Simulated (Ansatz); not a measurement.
Working through relaxations under a series of pressures of TePb, space group Fm-3m

Program: Ansatz's Python interface.

`tepb.cif`
```cif
data_TePb
_cell_length_a 4.569324
_cell_length_b 4.569324
_cell_length_c 4.569324
_cell_angle_alpha 60.00000
_cell_angle_beta 60.00000
_cell_angle_gamma 60.00000
_symmetry_space_group_name_H-M 'P 1'
_symmetry_Int_Tables_number 1
loop_
_symmetry_equiv_pos_as_xyz
'x, y, z'
loop_
_atom_site_label
_atom_site_type_symbol
_atom_site_fract_x
_atom_site_fract_y
_atom_site_fract_z
Te1 Te    0.500000    0.500000    0.500000
Pb2 Pb    0.000000    0.000000    0.000000
```

Run as a notebook:

```python
import warnings

import ansatz as az
from ase.io import read
import numpy as np
```

```python
def edges_and_angles(cell):
    cell = np.asarray(cell)
    a, b, c = np.linalg.norm(cell, axis=1)
    cosines = cell[1] @ cell[2] / (b * c), cell[0] @ cell[2] / (a * c), cell[0] @ cell[1] / (a * b)
    return (a, b, c, *np.degrees(np.arccos(cosines)))
```

```python
warnings.simplefilter('ignore', az.DeckWarning)
```

```python
atoms = read('tepb.cif')
xtal = az.Crystal.from_ase(atoms)
```

```python
setup = (
    xtal.calculation()
    .pseudopotentials('paw', azcp={'folder': 'soft_1'})
    .functional(az.Functional.R2SCAN)
    .basis(500, xc_grid=3)
    .kpoints(spacing=0.47)
    .occupations(az.OccupationsMethod.FERMI_DIRAC, width=0.01)
    .mixing('msr1')
    .scf(max_iterations=100)
)
```

```python
# H = F + PV, with 1 GPa A^3 = 1/160.21766 eV
rows = []
for pressure in [0, 2, 4, 6, 8]:
    result = setup.relax(cell=True, pressure=pressure, force_tolerance=0.05, density_extrapolation='transplant').run()
    cell = result.lattice.cell_ang
    n_atoms = len(result.lattice.sites)
    volume = abs(np.linalg.det(cell)) / n_atoms
    enthalpy = result.report['free_energy_ev'] / n_atoms + pressure * volume / 160.21766
    rows.append((pressure, volume, enthalpy, *edges_and_angles(cell)))
    print(f'{pressure} GPa done: {volume:.4f} A^3/atom')

print(' P (GPa)  V (A^3/atom)  H (eV/atom)     a       b       c')
for row in rows:
    print('{:8.1f} {:12.4f} {:14.5f} {:7.4f} {:7.4f} {:7.4f}'.format(*row[:6]))
p, v = np.array([row[0] for row in rows], float), np.array([row[1] for row in rows])
print('mean bulk modulus between rows (GPa):', np.round(-np.diff(p) / np.diff(np.log(v)), 1))
```

    0 GPa done: 34.9599 A^3/atom
    2 GPa done: 33.4709 A^3/atom
    4 GPa done: 32.2858 A^3/atom
    6 GPa done: 31.3055 A^3/atom
    8 GPa done: 30.4447 A^3/atom
     P (GPa)  V (A^3/atom)  H (eV/atom)     a       b       c
         0.0      34.9599    -9459.40884  4.6242  4.6242  4.6242
         2.0      33.4709    -9458.98225  4.5576  4.5576  4.5576
         4.0      32.2858    -9458.57212  4.5032  4.5032  4.5032
         6.0      31.3055    -9458.17553  4.4571  4.4571  4.4571
         8.0      30.4447    -9457.79049  4.4159  4.4159  4.4159
    mean bulk modulus between rows (GPa): [45.9 55.5 64.9 71.7]

The volume falls from 34.96 Å³ an atom at 0 GPa to 30.44 at 8 GPa, by 12.9 %. Between 0 and 2 GPa, -V dP/dV is about 46 GPa, a mean over that step.

What to keep in mind:
- The settings weren't tested for convergence.
- At a fixed pressure a relaxation lowers the enthalpy F + PV, while F alone can rise.
- The k-point mesh is coarse, and energy and stress weren't tested for convergence.
- Spin-orbit coupling, which matters for elements this heavy, is left out.
- The structure is a deposited one; some such entries were measured under pressure or heat, so a shift against it needn't be the functional's error alone.
- Symmetry holds the cell in this phase, whether or not it is the stable one at each pressure.
- Wall time of the script: 32 s on 1 thread of Intel(R) Xeon(R) Processor @ 2.30GHz (shared host), peak memory 0.67 GiB.
